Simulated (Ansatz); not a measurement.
# NaGeH (singlet): from Hartree-Fock to the top rungs at distance Ge1–Na2 = 9.872 Å, 6-31G

Aim: climb from Hartree-Fock through coupled cluster and multireference methods for NaGeH (singlet) at one geometry and basis, and see what each rung misses.

Computed with Ansatz 0.2.0, Gaussian basis. Level: 6-31G, core rule «outside noble gas», up to 19 orbitals frozen.

Plan: UHF; CCSD(T) on RHF; CCSD(T) on UHF; BCCD(T) on RHF; CISD; CCSDT(Q) on RHF; CCSDT(Q) on UHF; CCSDTQ on RHF; CASSCF and MRCISD+Q, 2 electrons in 2 orbitals; CASSCF and NEVPT2, 2 electrons in 2 orbitals; Full CI.

38 further runs of the same task are left out: 23 for a known fault of the program, 14 that didn't finish, 1 set aside as unsound or not needed. Runs told in other sessions of the task aren't counted.

### 1 The system

The geometry derives from a PBE0/def2-TZVP stationary point (not a proven minimum). One bond is set to the value named and the two fragments are kept rigid. No spin-orbit coupling is included. The filled d shell of Ge may be among the frozen orbitals whatever the setting's name suggests.

3 atoms, charge 0, spin multiplicity 1.

Atoms are counted from 1 here; the program's logs count them from 0.

Bond lengths: Ge1–H3 1.609 Å.

### 2 UHF

Contents of in.yaml:

```yaml
crystal:
  periodic: [false, false, false]
  atoms:
    - {symbol: Ge, position_ang: [0.000000, -0.583807, 3.321688]}
    - {symbol: Na, position_ang: [0.000000, -0.438654, -6.549245]}
    - {symbol: H, position_ang: [0.000000, 1.022460, 3.227558]}
basis:
  gaussian: {orbitals: 6-31G}
magnetization: {spin_polarized: true, initial_magnetization: 0}
hamiltonian: {xc: hf}
output: {orbitals: {seedname: orbitals}}
```

Command:

```sh
ansatz run in.yaml --threads 1 --pin off --events-out ev --progress --plain --max-ram 2393MiB
```

After this run come: CCSD(T) on RHF; CCSD(T) on UHF; BCCD(T) on RHF; CISD; CCSDT(Q) on RHF; CCSDT(Q) on UHF; CCSDTQ on RHF; CASSCF and MRCISD+Q, 2 electrons in 2 orbitals; CASSCF and NEVPT2, 2 electrons in 2 orbitals; Full CI.

**Question.** What will the summary of the whole plan be? Wanted: FCI from the RHF energy; RMP2 from FCI; UMP2 from FCI; RCCSD from FCI; RCCSD(T) from FCI; UCCSD(T) from FCI; RCCSDT(Q) from FCI; UCCSDT(Q) from FCI; NEVPT2 pair from FCI.

As calculated:

```
                         quantity                                                                                       value
          FCI from the RHF energy                                                                                  -4.0436 eV
                    RMP2 from FCI                                                                             +11.04 kcal/mol
                    UMP2 from FCI                                                                              +9.33 kcal/mol
                   RCCSD from FCI                                                                              +2.20 kcal/mol
                RCCSD(T) from FCI                                                                              -1.96 kcal/mol
                UCCSD(T) from FCI                                                                              +0.05 kcal/mol
               RCCSDT(Q) from FCI                                                                              -0.02 kcal/mol
               UCCSDT(Q) from FCI                                                                              -0.04 kcal/mol
             NEVPT2 pair from FCI                                                                              +9.28 kcal/mol
           MRCISD+Q pair from FCI                                                                              -0.47 kcal/mol
levels within 1 kcal/mol (43 meV)  UCCSD, UCCSD(T), RCCSDT, UCCSDT, RCCSDT(Q), UCCSDT(Q), RCCSDTQ, MRCISD pair, MRCISD+Q pair
                    T1 diagnostic                                                                                       0.092
   effectively unpaired electrons                                                                                        2.03
```

**Reading.** RCCSD(T) misses by -1.96 kcal/mol, 2.1 % of the correlation energy. CCSD(T) misses by -1.96 kcal/mol on the restricted determinant and by +0.05 kcal/mol on the unrestricted one; the two need not hold the same state or core. RCCSD(T), BCCD(T), MRCISD+Q pair fall below full CI, which methods that aren't variational can do. With 2.0 effectively unpaired electrons against 0 the state is strongly multireference. Coupled cluster on one determinant still stays close here. Of the multireference levels listed MRCISD+Q pair comes nearest in total energy (-0.47 kcal/mol), which doesn't show that its space is the better one. Coupled cluster took another determinant than the lowest Hartree-Fock one. These misses are within one basis, not against nature.
